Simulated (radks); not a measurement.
# Co⁺ in [Ne] 3s1.5 3p6 3d8 4d0.5: an all-electron calculation

An exercise on one series of results from a longer session: the logs are not shown, and one member is left open.

Method: Dirac Kohn-Sham, PBE, spin-unpolarised, spherical densities, point nucleus; open shells fill j = l - 1/2 first. Code: radks (a radial shooting solver on a logarithmic mesh, Libxc functionals) version 1.

## The system

```
element       : cobalt (Z = 27)
charge        : +1
electrons     : 26
configuration : [Ne] 3s1.5 3p6 3d8 4d0.5
```

The first run:

Settings of this run:

```text
Z 27
configuration [Ne] 3s1.5 3p6 3d8 4d0.5 4s0 4p0 4f0 5d0
relativity Dirac
functional pbe,pbe
spin unpolarised
j_filling energy
nucleus point
c 137.035999084
```

Started as:

```console
$ python run_ks.py task.json out
```

This one command runs every case of the session in turn.

One of the session's tables, all rows but one given; the rest of the session is left out.

It belongs to the step «Radial structure». Sizes of the orbitals, from the radial functions (bohr):

```
level      <r>  outermost maximum (interpolated)  90 % within  nodes
1s1/2  0.05618                            0.0368        0.100      0
2s1/2   0.2552                             0.213        0.396      1
2p1/2        ?                                 ?            ?      ?
2p3/2   0.2258                             0.173        0.370      0
3s1/2   0.7755                             0.669         1.16      2
3p1/2   0.8125                             0.674         1.26      1
3p3/2   0.8224                             0.682         1.27      1
3d3/2    1.061                             0.671         1.86      0
3d5/2    1.067                             0.674         1.88      0
4s1/2    2.611                              2.19         3.91      3
4p1/2    3.358                              2.73         5.16      2
4p3/2    3.393                              2.76         5.21      2
4d3/2    6.411                              5.74         9.52      1
4d5/2    6.420                              5.74         9.53      1
4f5/2    10.21                              8.98         14.8      0
4f7/2    10.21                              8.98         14.8      0
```

Estimate the missing values for 2p1/2.

The run gave: <r>: 0.2227; outermost maximum (interpolated): 0.170; 90 % within: 0.365; nodes: 0. In the column «<r>» it lies between 1s1/2 (0.05618) and 2p3/2 (0.2258).
